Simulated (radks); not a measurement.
# Mo⁴⁺ in [Kr] 4d2: an all-electron calculation

What are the levels of the molybdenum ion Mo4+, how large are its shells, and how does its energy divide?

The numbers are computed with radks (a radial shooting solver on a logarithmic mesh, Libxc functionals) version 1 (Dirac Kohn-Sham, B86b exchange with PBE correlation, spin-unpolarised, spherical densities, finite nucleus; open shells are shared between the two j in proportion to 2j + 1), except any that are marked as measured or tabulated.

### Step 1. What is computed

* element: molybdenum (Z = 42)
* charge: +4
* electrons: 38
* configuration: [Kr] 4d2
* nuclear rms radius: 4.4091 fm

Outer shells as boxes (Hund's rule):

Mo⁴⁺
```
[Kr] core
4d [↑ ][↑ ][  ][  ][  ]
```

### Step 2. The calculation

Settings of this run:

```text
Z 42
configuration [Kr] 4d2 5s0 5p0 4f0 5d0
relativity Dirac
functional b86_mgc,pbe
spin unpolarised
j_filling average
nucleus finite rms 4.4091 fm
c 137.035999084
```

Q: Predict the outcome of this run.

The runs gave:

```
                        quantity                   value
                    total energy     -4046.44850 hartree
exchange-correlation share of it                  3.03 %
                            −T/E                  1.0370
          highest occupied level       4d5/2, -46.187 eV
    most extended occupied level  4d5/2, <r> = 1.52 bohr
 radius at density 0.001 e/bohr³               3.03 bohr
    maxima of the radial density                       4
         ionisation energy, NIST    54.42 (semi-emp.) eV
```

4 principal shells are occupied and 4 maxima appear in the radial density. Relativity lifts −T/E to 1.037. The top level binds by 46.187 eV, 85 % of the NIST ionisation energy of 54.42 eV; the potential of a semilocal functional falls off too fast, so its top eigenvalue is too shallow. Spin polarisation and multiplet splitting are left out. Sharing an open shell by 2j + 1 raises it above the true ground level by a part of the spin-orbit splitting, which enters the differences from NIST.
